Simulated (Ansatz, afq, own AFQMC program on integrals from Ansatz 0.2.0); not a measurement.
# GeNH4 (quartet): AFQMC on the coupled-cluster ladder at distance Ge1–H5 along a hydrogen transfer = 1.816 Å, cc-pVTZ

How near does AFQMC come to the top of the ladder for GeNH4 (quartet)?

Computed with Ansatz 0.2.0, Gaussian basis, and an in-house AFQMC program (afq) on its integrals; all values are calculated. Level: cc-pVTZ, frozen cores.

The runs, in order: PBE (unrestricted); r2SCAN (unrestricted); CCSD(T) on UHF; PBE0 (unrestricted); B3LYP (unrestricted); wB97M-V (unrestricted); B2PLYP (unrestricted); Phaseless AFQMC, CISD trial on UHF; Phaseless AFQMC, single-determinant trial on UHF.

### 1 The geometry

The geometry derives from fragments relaxed apart (PBE0/def2-TZVP) and kept rigid, so it is no stationary point. A hydrogen atom is moved between rigid fragments. No spin-orbit coupling is included. The filled d shell of Ge may be among the frozen orbitals whatever the setting's name suggests; the logs give the count.

6 atoms, charge 0, spin multiplicity 4.

Atoms are counted from 1 here; the program's logs count them from 0.

Bond lengths: Ge1–H2 1.534 Å, Ge1–H3 1.534 Å, Ge1–H4 1.534 Å, Ge1–H5 1.816 Å, H5–N6 1.153 Å. Angles: H2–Ge1–H3 109.5°, H2–Ge1–H4 109.5°, H2–Ge1–H5 109.5°, H3–Ge1–H4 109.5°, H3–Ge1–H5 109.5°, H4–Ge1–H5 109.5°, Ge1–H5–N6 180.0°.

### 2 PBE (unrestricted)

Input file in.yaml:

```yaml
crystal:
  periodic: [false, false, false]
  atoms:
    - {symbol: Ge, position_ang: [-0.461739, 0.000000, 0.000000]}
    - {symbol: H, position_ang: [-0.973189, 1.446599, 0.000000]}
    - {symbol: H, position_ang: [-0.973189, -0.723300, 1.252792]}
    - {symbol: H, position_ang: [-0.973189, -0.723299, -1.252792]}
    - {symbol: H, position_ang: [1.354261, 0.000000, 0.000000]}
    - {symbol: N, position_ang: [2.507261, 0.000000, 0.000000]}
basis:
  gaussian: {orbitals: cc-pVTZ}
magnetization: {spin_polarized: true, initial_magnetization: 3}
hamiltonian: {xc: {name: PBE}}
output: {orbitals: {seedname: orbitals}}
```

Run with:

```bash
$ ansatz run in.yaml --threads 1 --pin off --events-out ev --progress --plain --max-ram 8192MiB --backend cpu
```

The program printed:

```text
Functional definition: PBE
  name "PBE"
  cite "Perdew, Burke & Ernzerhof, Phys. Rev. Lett. 77, 3865 (1996) doi:10.1103/PhysRevLett.77.3865"
  parent pbe
  parameter kappa = 0.804
  parameter beta = 0.06672455060314922
  exchange = pbe_x(kappa = kappa, mu = beta*pi^2/3)
  correlation = pbe_c(beta = beta)
772 factors; their error is unknown
mean field evaluation 1: about -58057.3703 eV, gradient 2.0e1 eV
mean field evaluation 2: about -58056.4870 eV, gradient 2.4e1 eV
mean field evaluation 4: about -58058.8843 eV, gradient 8.7e-1 eV
mean field evaluation 8: about -58058.8803 eV, gradient 2.3e-2 eV
mean field evaluation 16: about -58058.8803 eV, gradient 2.3e-5 eV
mean field -58058.88029800 eV, -2133.6244972290 hartree, gradient 2.3e-5 eV, S^2 3.756079; 0 other end points of the search recorded, 0 dependent functions left out
reference -58058.88033430 eV, -2133.6244985630 hartree; 23, 20 occupied and 106, 109 virtual orbitals, 772 factors
Total energy: -58058.88033430 eV, -2133.6244985630 hartree
```

Run time: 2.4 s. Hardware: 1 thread of AMD EPYC 7R13 (Zen 3), shared host; peak memory 2.1 GiB.

From the report: ⟨S²⟩ of the determinant 3.756 (pure quartet: 3.75).

### 3 r2SCAN (unrestricted)

in.yaml: that of step 2 with these lines changed.

```diff
@@ -12,3 +12,2 @@
 magnetization: {spin_polarized: true, initial_magnetization: 3}
-hamiltonian: {xc: {name: PBE}}
-output: {orbitals: {seedname: orbitals}}
+hamiltonian: {xc: {name: r2SCAN}}
```

Same command.

The program printed:

```text
Functional definition: r2SCAN
  name "r2SCAN"
  cite "Furness, Kaplan, Ning, Perdew & Sun, J. Phys. Chem. Lett. 11, 8208 (2020) doi:10.1021/acs.jpclett.0c02405"
  cite "Furness, Kaplan, Ning, Perdew & Sun, J. Phys. Chem. Lett. 11, 9248 (2020) doi:10.1021/acs.jpclett.0c03077"
  parent r2scan
  parameter k0 = 0.174
  parameter k1 = 0.065
  parameter a1 = 4.9479
  exchange = r2scan_x(k0 = k0, k1 = k1, a1 = a1)
  correlation = r2scan_c
772 factors; their error is unknown
mean field evaluation 1: about -58067.5880 eV, gradient 1.6e1 eV
mean field evaluation 2: about -58067.5446 eV, gradient 1.6e1 eV
mean field evaluation 4: about -58068.5903 eV, gradient 6.8e-1 eV
mean field evaluation 8: about -58068.5860 eV, gradient 1.4e-1 eV
mean field evaluation 16: about -58068.5861 eV, gradient 5.9e-5 eV
mean field -58068.58606070 eV, -2133.9811774294 hartree, gradient 5.9e-5 eV, S^2 3.763523; 0 other end points of the search recorded, 0 dependent functions left out
reference -58068.58607412 eV, -2133.9811779227 hartree; 23, 20 occupied and 106, 109 virtual orbitals, 772 factors
Total energy: -58068.58607412 eV, -2133.9811779227 hartree
```

Wall time 5.5 s (1 thread of AMD EPYC 7R13 (Zen 3), shared host); peak memory 2.1 GiB.

From the report: ⟨S²⟩ of the determinant 3.764 (pure quartet: 3.75).

### 4 CCSD(T) on UHF

in.yaml: that of step 3 with these lines changed.

```diff
@@ -12,2 +12,2 @@
 magnetization: {spin_polarized: true, initial_magnetization: 3}
-hamiltonian: {xc: {name: r2SCAN}}
+correlation: {method: ccsd_t, electrons: outside_noble_gas, hamiltonian_folder: ham}
```

Run with:

```bash
$ ansatz run in.yaml --threads 1 --pin off --events-out ev --progress --plain --max-ram 24576MiB --backend cuda --devices 0, --max-vram 18GiB
```

The program printed, cut to the lines that bear on the results:

```text
Functional definition: HF
  name "HF"
  cite "Fock, Z. Phys. 61, 126 (1930) doi:10.1007/BF01340294"
  parent pbe
[...]
765 factors; integrals over basis functions are off by at most 1.5e-3 eV
[...]
mean field -58016.37614691 eV, -2132.0624984868 hartree, gradient 2.4e-6 eV, S^2 3.791976; 0 other end points of the search recorded, 0 dependent functions left out
15 core orbitals not correlated: weight in the atoms' cores, before any rotation towards them, 1.000 or more for the frozen orbitals, at most 0.000 for the correlated occupied ones
reference -58016.37614691 eV, -2132.0624984868 hartree; 8, 5 occupied and 106, 109 virtual orbitals, 765 factors
second order -7.04643985 eV of doubles, -0.00000000 eV of singles
cycle   1  -7.89515405 eV  change   -8.5e-1 eV  update   7.0e-2
[...]
cycle  10  -8.26137549 eV  change    8.6e-6 eV  update   1.4e-5
perturbative correction -0.23897764 eV, -0.0087822662 hartree
Total energy: -58024.87650004 eV, -2132.3748807024 hartree
```

Wall time 10 s (1 × NVIDIA H100 80GB HBM3 with 1 thread of AMD EPYC 7R13 (Zen 3), shared host); peak host memory 2.1 GiB.

From the report: ⟨S²⟩ of the determinant 3.792 (pure quartet: 3.75); correlation -8.5004 eV; T1 0.016; largest double amplitude 0.02.

This run also writes the integrals to the folder ham.

### 5 PBE0 (unrestricted)

in.yaml: that of step 4 with these lines changed.

```diff
@@ -12,2 +12,3 @@
 magnetization: {spin_polarized: true, initial_magnetization: 3}
-correlation: {method: ccsd_t, electrons: outside_noble_gas, hamiltonian_folder: ham}
+hamiltonian: {xc: {name: PBE0}}
+output: {orbitals: {seedname: orbitals}}
```

Run with:

```bash
$ ansatz run in.yaml --threads 1 --pin off --events-out ev --progress --plain --max-ram 8192MiB --backend cpu
```

The program printed:

```text
Functional definition: PBE0
  name "PBE0"
  cite "Adamo & Barone, J. Chem. Phys. 110, 6158 (1999) doi:10.1063/1.478522"
  cite "Perdew, Burke & Ernzerhof, Phys. Rev. Lett. 77, 3865 (1996) doi:10.1103/PhysRevLett.77.3865"
  parent pbe
  parameter a = 0.25
  parameter kappa = 0.804
  parameter beta = 0.06672455060314922
  exchange = (1 - a)*pbe_x(kappa = kappa, mu = beta*pi^2/3) + a*exact_x
  correlation = pbe_c(beta = beta)
832 factors; their error is unknown
mean field evaluation 1: about -58059.7754 eV, gradient 1.3e1 eV
mean field evaluation 2: about -58059.9742 eV, gradient 1.1e1 eV
mean field evaluation 4: about -58060.3939 eV, gradient 4.0e-1 eV
mean field evaluation 8: about -58060.6000 eV, gradient 6.2e-2 eV
mean field evaluation 16: about -58060.6001 eV, gradient 1.6e-5 eV
mean field -58060.60005539 eV, -2133.6876971475 hartree, gradient 1.6e-5 eV, S^2 3.760615; 0 other end points of the search recorded, 0 dependent functions left out
reference -58060.60008245 eV, -2133.6876981419 hartree; 23, 20 occupied and 106, 109 virtual orbitals, 832 factors
Total energy: -58060.60008245 eV, -2133.6876981419 hartree
```

Run time: 3.2 s. Hardware: 1 thread of AMD EPYC 7R13 (Zen 3), shared host; peak memory 2.1 GiB.

From the report: ⟨S²⟩ of the determinant 3.761 (pure quartet: 3.75).

### 6 B3LYP (unrestricted)

in.yaml: that of step 5 with these lines changed.

```diff
@@ -12,3 +12,2 @@
 magnetization: {spin_polarized: true, initial_magnetization: 3}
-hamiltonian: {xc: {name: PBE0}}
-output: {orbitals: {seedname: orbitals}}
+hamiltonian: {xc: {name: B3LYP}}
```

Launched as before.

The program printed, cut to the lines that bear on the results:

```text
Functional definition: B3LYP
  name "B3LYP"
  cite "Stephens, Devlin, Chabalowski & Frisch, J. Phys. Chem. 98, 11623 (1994) doi:10.1021/j100096a001"
  cite "Becke, Phys. Rev. A 38, 3098 (1988) doi:10.1103/PhysRevA.38.3098"
  cite "Lee, Yang & Parr, Phys. Rev. B 37, 785 (1988) doi:10.1103/PhysRevB.37.785"
  cite "Vosko, Wilk & Nusair, Can. J. Phys. 58, 1200 (1980) doi:10.1139/p80-159"
[...]
829 factors; their error is unknown
[...]
mean field -58071.03363760 eV, -2134.0711242215 hartree, gradient 6.3e-6 eV, S^2 3.758953; 0 other end points of the search recorded, 0 dependent functions left out
reference -58071.03386193 eV, -2134.0711324654 hartree; 23, 20 occupied and 106, 109 virtual orbitals, 829 factors
Total energy: -58071.03386193 eV, -2134.0711324654 hartree
```

Wall time 3.5 s (1 thread of AMD EPYC 7R13 (Zen 3), shared host); peak memory 2.1 GiB.

From the report: ⟨S²⟩ of the determinant 3.759 (pure quartet: 3.75).

### 7 wB97M-V (unrestricted)

in.yaml: that of step 6 with these lines changed.

```diff
@@ -12,2 +12,3 @@
 magnetization: {spin_polarized: true, initial_magnetization: 3}
-hamiltonian: {xc: {name: B3LYP}}
+hamiltonian: {xc: {name: wB97M-V}}
+output: {orbitals: {seedname: orbitals}}
```

Same command.

The program printed, cut to the lines that bear on the results:

```text
Functional definition: wB97M-V
  name "wB97M-V"
  cite "Mardirossian & Head-Gordon, J. Chem. Phys. 144, 214110 (2016) doi:10.1063/1.4952647"
  cite "Becke, J. Chem. Phys. 107, 8554 (1997) doi:10.1063/1.475007"
  cite "Vydrov & Van Voorhis, J. Chem. Phys. 133, 244103 (2010) doi:10.1063/1.3521275"
  # Of w^i u^j: cxij and so on, Table III.
[...]
  gx(w, u) = 1 - cx + cx01*u + cx10*w
  gss(w, u) = css00 + css04*u^4 + css10*w + css20*w^2 + css43*w^4*u^3
  gos(w, u) = cos00 + cos10*w + (cos20 + cos21*u)*w^2 + (cos60 + cos61*u)*w^6
[...]
      + integral(e_c_pw_mod_opposite_spin*gos(b97_w_opposite, b97_u_opposite)) + vv10(b, c)
822 factors; their error is unknown
181 factors; integrals over basis functions are off by at most 7.1e-5 eV
[...]
mean field -58065.36037431 eV, -2133.8626356411 hartree, gradient 5.1e-5 eV, S^2 3.760671; 0 other end points of the search recorded, 0 dependent functions left out
reference -58065.36041784 eV, -2133.8626372407 hartree; 23, 20 occupied and 106, 109 virtual orbitals, 822 factors
Total energy: -58065.36041784 eV, -2133.8626372407 hartree
```

Wall time 10 s (1 thread of AMD EPYC 7R13 (Zen 3), shared host); peak memory 2.1 GiB.

From the report: ⟨S²⟩ of the determinant 3.761 (pure quartet: 3.75).

### 8 B2PLYP (unrestricted)

in.yaml: that of step 7 with these lines changed.

```diff
@@ -12,3 +12,3 @@
 magnetization: {spin_polarized: true, initial_magnetization: 3}
-hamiltonian: {xc: {name: wB97M-V}}
-output: {orbitals: {seedname: orbitals}}
+hamiltonian: {xc: {name: B2PLYP}}
+correlation: {electrons: outside_noble_gas}
```

Launched as before.

The program printed, cut to the lines that bear on the results:

```text
Functional definition: B2PLYP
  name "B2PLYP"
  cite "Grimme, J. Chem. Phys. 124, 034108 (2006) doi:10.1063/1.2148954"
  cite "Becke, Phys. Rev. A 38, 3098 (1988) doi:10.1103/PhysRevA.38.3098"
  cite "Lee, Yang & Parr, Phys. Rev. B 37, 785 (1988) doi:10.1103/PhysRevB.37.785"
[...]
765 factors; integrals over basis functions are off by at most 1.5e-3 eV
[...]
mean field -58054.59191666 eV, -2133.4669021214 hartree, gradient 6.5e-6 eV, S^2 3.768798; 0 other end points of the search recorded, 0 dependent functions left out
15 core orbitals not correlated: weight in the atoms' cores, before any rotation towards them, 0.999 or more for the frozen orbitals, at most 0.001 for the correlated occupied ones
reference -58054.59205774 eV, -2133.4669073059 hartree; 8, 5 occupied and 106, 109 virtual orbitals, 765 factors
second order -8.69975739 eV of doubles, -0.00000000 eV of singles
Total energy: -58056.94099223 eV, -2133.5532290565 hartree
```

Run time: 4.7 s. Hardware: 1 thread of AMD EPYC 7R13 (Zen 3), shared host; peak memory 2.1 GiB.

From the report: ⟨S²⟩ of the determinant 3.769 (pure quartet: 3.75).

### 9 Phaseless AFQMC, CISD trial on UHF

It reads the integrals that the CCSD(T) run on this determinant wrote.

Run with:

```bash
$ afq ham --method phaseless --trial cisd --walkers 600 --populations 10 --least-time 60 --time-step 0.005 --steps-per-block 50 --equilibration-blocks 28 --max-blocks 4000 --target-error 0.00021 --factor-cut 1e-05 --start spin_pure --seed 6933 --release-times 0.24,0.51,0.99,1.62,2.4 --release-step 0.03 --release-every 3 --taylor-order 6
```

The program printed:

```text
orbitals 114  electrons 8 5  factors 721 of 765
reference energy -2132.06249849 Eh
CCSD correlation -0.30360024 Eh in 12 cycles, weight of the determinant in the CISD state 0.8726
energy of the start -2132.364364 Eh
 block  time / (1/Eh)  mean weight  energy / Eh
     1     0.250  1.0000  -2132.361749
     2     0.500  1.0000  -2132.365384
     3     0.750  0.9996  -2132.368503
     4     1.000  0.9991  -2132.370747
     5     1.250  0.9992  -2132.372789
     6     1.500  0.9994  -2132.374245
     7     1.750  0.9995  -2132.373833
     8     2.000  1.0002  -2132.374522
     9     2.250  0.9992  -2132.374433
    10     2.500  0.9994  -2132.376919
    11     2.750  0.9997  -2132.376531
    13     3.250  0.9998  -2132.373967
    15     3.750  0.9990  -2132.375404
    17     4.250  1.0009  -2132.374473
    19     4.750  1.0008  -2132.374935
    21     5.250  0.9994  -2132.377518
    23     5.750  0.9998  -2132.376220
    25     6.250  1.0003  -2132.376099
    27     6.750  1.0007  -2132.377860
    29     7.250  1.0003  -2132.375555
    31     7.750  1.0006  -2132.374044
    33     8.250  0.9994  -2132.374635
    35     8.750  0.9995  -2132.375784
    37     9.250  1.0005  -2132.374240
    39     9.750  0.9994  -2132.374613
    41    10.250  0.9994  -2132.377393
    43    10.750  0.9994  -2132.375642
    45    11.250  1.0003  -2132.376729
    47    11.750  1.0003  -2132.376755
    49    12.250  1.0002  -2132.374839
    51    12.750  1.0000  -2132.374945
    53    13.250  1.0009  -2132.375404
    55    13.750  1.0001  -2132.376609
    57    14.250  0.9986  -2132.376945
    59    14.750  1.0007  -2132.377729
    61    15.250  0.9990  -2132.376813
    63    15.750  1.0001  -2132.375694
    65    16.250  1.0001  -2132.376976
    67    16.750  0.9991  -2132.376939
    69    17.250  1.0002  -2132.377089
    71    17.750  1.0006  -2132.379712
    73    18.250  1.0014  -2132.376485
    75    18.750  0.9985  -2132.377397
    77    19.250  0.9995  -2132.377583
    79    19.750  0.9990  -2132.376185
    81    20.250  0.9986  -2132.374534
    83    20.750  1.0005  -2132.372387
    85    21.250  0.9991  -2132.373454
    87    21.750  0.9994  -2132.375681
    89    22.250  1.0000  -2132.375456
    91    22.750  0.9991  -2132.376927
    93    23.250  1.0010  -2132.376048
    95    23.750  0.9999  -2132.376171
    97    24.250  1.0002  -2132.375865
    99    24.750  0.9997  -2132.376245
   101    25.250  1.0003  -2132.374446
   103    25.750  1.0004  -2132.376092
   105    26.250  1.0002  -2132.376366
   107    26.750  1.0000  -2132.375394
   109    27.250  1.0004  -2132.375999
   111    27.750  1.0007  -2132.374229
   113    28.250  1.0005  -2132.374811
   115    28.750  1.0001  -2132.373886
   117    29.250  1.0000  -2132.374751
error from the spread of 10 populations
released: time / (1/Eh)  energy / Eh  error  mean overlap
  0.24  -2132.376468  0.000166  0.9889
  0.51  -2132.376525  0.000177  0.9867
  0.99  -2132.376667  0.000309  0.9808
  1.62  -2132.376708  0.000260  0.9727
  2.40  -2132.376886  0.000375  0.9586
energy -2132.375854 +/- 0.000142 Eh
```

Run time: 3.6 min. Hardware: 1 × NVIDIA H100 80GB HBM3 with 2 threads of AMD EPYC 7R13 (Zen 3), shared host; peak host memory 2.1 GiB.

Energy -58024.9030 ± 0.0039 eV. Caveats: constraint bias not in the error.

### 10 Phaseless AFQMC, single-determinant trial on UHF

It reads the integrals that the CCSD(T) run on this determinant wrote.

Run with:

```bash
$ afq ham --method phaseless --trial hf --walkers 600 --populations 10 --least-time 40 --time-step 0.005 --steps-per-block 20 --equilibration-blocks 112 --max-blocks 4000 --target-error 0.0010500000000000002 --factor-cut 1e-05 --start spin_pure --seed 4759 --taylor-order 6
```

The program printed:

```text
orbitals 114  electrons 8 5  factors 721 of 765
reference energy -2132.06249849 Eh
CCSD correlation -0.30360024 Eh in 12 cycles, weight of the determinant in the CISD state 0.8726
energy of the start -2132.063650 Eh
 block  time / (1/Eh)  mean weight  energy / Eh
     1     0.100  1.0003  -2132.145474
     2     0.200  1.0025  -2132.200391
     3     0.300  1.0031  -2132.238114
     4     0.400  1.0016  -2132.260916
     5     0.500  1.0018  -2132.285860
     6     0.600  1.0010  -2132.297014
     7     0.700  1.0009  -2132.307866
     8     0.800  1.0008  -2132.318659
     9     0.900  1.0008  -2132.328804
    10     1.000  1.0024  -2132.337192
    15     1.500  1.0014  -2132.365596
    22     2.200  1.0003  -2132.370922
    29     2.900  1.0002  -2132.377501
    36     3.600  0.9995  -2132.381051
    43     4.300  1.0001  -2132.375411
    50     5.000  0.9997  -2132.375650
    57     5.700  0.9996  -2132.383815
    64     6.400  1.0002  -2132.387243
    71     7.100  0.9999  -2132.367484
    78     7.800  1.0000  -2132.386097
    85     8.500  0.9995  -2132.374449
    92     9.200  1.0000  -2132.382294
    99     9.900  1.0002  -2132.369601
   106    10.600  0.9992  -2132.365279
   113    11.300  0.9997  -2132.374069
   120    12.000  1.0002  -2132.382550
   127    12.700  0.9990  -2132.379200
   134    13.400  1.0000  -2132.372571
   141    14.100  0.9991  -2132.363011
   148    14.800  1.0005  -2132.380561
   155    15.500  0.9999  -2132.371624
   162    16.200  0.9992  -2132.376174
   169    16.900  1.0000  -2132.381080
   176    17.600  1.0000  -2132.370330
   183    18.300  0.9992  -2132.375796
   190    19.000  1.0010  -2132.379279
   197    19.700  0.9986  -2132.369400
   204    20.400  0.9993  -2132.365665
   211    21.100  1.0005  -2132.360107
   218    21.800  1.0003  -2132.357635
   225    22.500  1.0007  -2132.374400
   232    23.200  0.9995  -2132.373974
   239    23.900  1.0000  -2132.368201
   246    24.600  1.0000  -2132.374639
   253    25.300  0.9999  -2132.369921
   260    26.000  0.9997  -2132.382493
   267    26.700  0.9990  -2132.369774
   274    27.400  0.9992  -2132.378109
   281    28.100  1.0009  -2132.373281
   288    28.800  1.0008  -2132.398113
   295    29.500  0.9999  -2132.389504
   302    30.200  0.9998  -2132.389134
   309    30.900  1.0017  -2132.377689
   316    31.600  0.9988  -2132.385965
error from the spread of 10 populations
energy -2132.376002 +/- 0.002492 Eh
```

Run time: 92 s. Hardware: 1 × NVIDIA H100 80GB HBM3 with 2 threads of AMD EPYC 7R13 (Zen 3), shared host; peak host memory 2.1 GiB.

Energy -58024.9070 ± 0.0678 eV. Caveats: constraint bias not in the error; error above the target.

### 11 All levels side by side

On the UHF determinant, counted from CCSD(T) (a yardstick, not exact):

```
                                                             level  energy (eV)  from CCSD(T) (kcal/mol)  statistical error (kcal/mol)     time
                                                                HF  -58016.3761                  +196.02                                       
                                                               MP2  -58023.4226                   +33.53                                       
                                                              CCSD  -58024.6375                    +5.51                                       
                                                           CCSD(T)  -58024.8765                     0.00                                       
              Phaseless AFQMC, CISD trial, step 0.005, 600 walkers  -58024.9030                    -0.61                          0.09  3.6 min
Phaseless AFQMC, single-determinant trial, step 0.005, 600 walkers  -58024.9070                    -0.70                          1.56     92 s
```

The functionals' totals stand on their own zeros and serve differences with other points: PBE -58058.880 eV; r2SCAN -58068.586 eV; PBE0 -58060.600 eV; B3LYP -58071.034 eV; wB97M-V -58065.360 eV; B2PLYP -58056.941 eV.

### 12 Outcome

```
                                                     quantity                  value
              Phaseless AFQMC, CISD trial on UHF from CCSD(T)  -0.61 ± 0.09 kcal/mol
Phaseless AFQMC, single-determinant trial on UHF from CCSD(T)  -0.70 ± 1.56 kcal/mol
```

On UHF the phaseless walk with the CISD trial lies -0.61 kcal/mol from CCSD(T), 7 times its error bar. Error bars are statistical and leave out the constraint, the time step and what remains of the start.
